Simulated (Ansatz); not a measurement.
# ZnO: the cost of one run

Method: DFT LDA, scalar-relativistic, plane waves, PAW, in Ansatz 0.2.0.

### Step 1. Starting point

Symmetry: P6_3mc, No. 186, hexagonal system. The conventional cell has a = 3.249 Å, b = 3.249 Å, c = 5.204 Å, α = 90.00°, β = 90.00°, γ = 120.00°. Zn (site symmetry 3m) is surrounded by 4 O at 1.97 to 1.99 Å. O (site symmetry 3m) has 4 Zn at 1.97 to 1.99 Å as nearest neighbours.

Coordinates:

```xyz
4
Lattice="3.2494 0.0000 0.0000 -1.6247 2.8141 0.0000 0.0000 0.0000 5.2038" Properties=species:S:1:pos:R:3 pbc="T T T"
Zn    0.0000    1.8760    0.0000
Zn    1.6247    0.9380    2.6019
O     0.0000    1.8760    1.9884
O     1.6247    0.9380    4.5903
```

### Step 2. Single point: ZnO, no spin

File input.yaml:

```yaml
crystal:
  lattice:
    - [3.2494, 0.0, 0.0]
    - [-1.6247, 2.8140629471, 0.0]
    - [0.0, 0.0, 5.2038]
  atoms:
    - { symbol: Zn, position: [0.3333333333, 0.6666666667, 0.0] }
    - { symbol: Zn, position: [0.6666666667, 0.3333333333, 0.5] }
    - { symbol: O, position: [0.3333333333, 0.6666666667, 0.3821] }
    - { symbol: O, position: [0.6666666667, 0.3333333333, 0.8821] }
scf:
  occupations: { method: fixed }
output:
  eigenstates:
    kpoints:
      - [0, 0, 0]
      - [0.01, 0, 0]
      - [0.02, 0, 0]
      - [0.03, 0, 0]
      - [0.04, 0, 0]
      - [0.05, 0, 0]
      - [0.06, 0, 0]
      - [0.07, 0, 0]
      - [0.08, 0, 0]
      - [0.09, 0, 0]
      - [0.1, 0, 0]
      - [0.12, 0, 0]
      - [0.14, 0, 0]
      - [0.16, 0, 0]
      - [0.2, 0, 0]
      - [0.006667, 0.006667, 0]
      - [0.013333, 0.013333, 0]
      - [0.02, 0.02, 0]
      - [0.026667, 0.026667, 0]
      - [0.033333, 0.033333, 0]
      - [0.04, 0.04, 0]
      - [0.046667, 0.046667, 0]
      - [0.053333, 0.053333, 0]
      - [0.06, 0.06, 0]
      - [0.066667, 0.066667, 0]
      - [0.08, 0.08, 0]
      - [0.093333, 0.093333, 0]
      - [0.106667, 0.106667, 0]
      - [0.133333, 0.133333, 0]
      - [0, 0, 0.01]
      - [0, 0, 0.02]
      - [0, 0, 0.03]
      - [0, 0, 0.04]
      - [0, 0, 0.05]
      - [0, 0, 0.06]
      - [0, 0, 0.07]
      - [0, 0, 0.08]
      - [0, 0, 0.09]
      - [0, 0, 0.1]
      - [0, 0, 0.12]
      - [0, 0, 0.14]
      - [0, 0, 0.16]
      - [0, 0, 0.2]
    top_band: c2
hamiltonian:
  xc: lda
  pseudopotentials: { kind: paw, azcp: { folder: soft_1 } }
kpoints:
  mp_grid: { grid: [9, 9, 6] }
```

Started as:

```bash
$ ansatz run input.yaml --threads 4 --pin off --max-ram 8192MiB --backend cpu --events-out ev --progress --plain --runs-dir out
```

Q: Estimate wall time and peak memory on 4 threads of Intel Xeon Platinum 8488C (Sapphire Rapids), shared host.

About 2 s, with a peak of 0.41 GiB.
